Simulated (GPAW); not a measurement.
Crystal: HPbNO4.

```xyz
7
Lattice="3.8540 0.1438 0.0901 -0.2532 5.5270 0.1647 -0.4820 -1.9272 5.7203" Properties=species:S:1:pos:R:3 pbc="T T T"
H    -0.0083    2.5983    3.2335
Pb    2.1473    2.6778    1.0046
N     2.8237    3.6046    5.7249
O    -0.4057   -0.9417    5.0623
O     2.7256   -0.0852    0.8025
O    -0.5912    2.3982    5.1009
O     0.1280    2.5704    2.2622
```

The cell was built by a generator and needn't be a form met in nature.

Base run:

| Property | Result |
| --- | --- |
| Program | GPAW 26.7.0 |
| Functional | PBE |
| Potentials or basis | GPAW PAW data sets (gpaw-data 1.2.1) |
| Cutoff | 800 eV |
| Basis | pw |
| k mesh | 4 × 3 × 3 |
| Occupations | fermi-dirac, width 0.05 eV |
| Spin | no spin polarisation |

Its results: band gap on the k mesh 3.22 eV, indirect (least direct gap 3.31 eV); pressure -0.3 GPa; largest force 0.135 eV/Å.

Task: The run is repeated on the same cell with these changes: k mesh from 4 × 3 × 3 to 5 × 4 × 4. What comes out?

Result: Band gap on the k mesh 3.13 eV, indirect (least direct gap 3.21 eV); pressure -0.3 GPa; largest force 0.134 eV/Å.

Caveats: spin-orbit coupling is left out, which as a rule narrows the gap of such compounds by several tenths of an eV; an odd mesh through Γ misses points on the zone boundary, where band edges often lie.
